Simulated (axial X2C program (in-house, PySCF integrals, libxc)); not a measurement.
# Linear MoOH⁻ at several levels

The task here is to estimate one member of a computed series from the others.

The runs use an in-house X2C program for linear molecules on PySCF integrals; all-electron X2C, two-component (2c) or spin-free, Mo dyall-v3z, O dyall-av3z, H dyall-v3z.

All values are calculated.

2 further runs of the same task are left out: 2 set aside as unsound or not needed.

The first run:

Input file task.json:

```json
{
 "zs": [
  42,
  8,
  1
 ],
 "q": -1,
 "bas": [
  "dyall-v3z",
  "dyall-av3z",
  "dyall-v3z"
 ],
 "r0": [
  2.01,
  0.96
 ],
 "symm": 0,
 "scan": [
  "PBE0",
  "HF",
  "TPSSh"
 ],
 "levels": [
  "PBE0",
  "HF",
  "LDA"
 ],
 "nst": 2
}
```

Keys: zs atomic numbers; q charge; bas basis sets; r0 starting distance in Å; symm equal bonds; scan levels of the two-bond scan (MP2 follows by itself at each HF point); levels methods; nst determinants followed.

Started as:

```bash
$ python solin.py task.json out
```

Masses Mo 97.905, O 15.995, H 1.008 u.

Steps of the session up to this table: Scan at PBE0, 2c; Scan at HF, 2c; Scan at TPSSh, 2c.

One of the session's tables, all rows but one given; the rest of the session is left out.

| level | r(Mo–O) (Å) | r(O–H) (Å) | lower stretch (cm⁻¹) | upper stretch (cm⁻¹) |
| --- | --- | --- | --- | --- |
| PBE0, 2c | 2.043 | 0.953 | 452.6 | 3907.8 |
| HF, 2c | 2.122 | 0.933 | 401.5 | 4222.8 |
| TPSSh, 2c | 2.036 | 0.960 | 462.6 | 3780.3 |
| MP2, 2c | 2.058 | 0.958 | 456.8 | 3895.1 |
| PBE0, spin-free | ? | ? | ? | ? |
| HF, spin-free | 2.121 | 0.933 | 402.1 | 4222.7 |
| TPSSh, spin-free | 2.035 | 0.960 | 463.0 | 3778.3 |
| MP2, spin-free | 2.058 | 0.958 | 457.4 | 3895.0 |

Estimate the missing values for PBE0, spin-free.

As computed: r(Mo–O) (Å): 2.042; r(O–H) (Å): 0.954; lower stretch (cm⁻¹): 452.8; upper stretch (cm⁻¹): 3906.2. In the column «r(Mo–O) (Å)» it lies between TPSSh, 2c (2.036) and PBE0, 2c (2.043).

Scans not shown above were run alike.

To keep in mind: For an anion the highest level of a functional can be positive, and the basis then holds the extra electron. The molecule was held linear; bending was not examined, so a bent shape may lie lower.
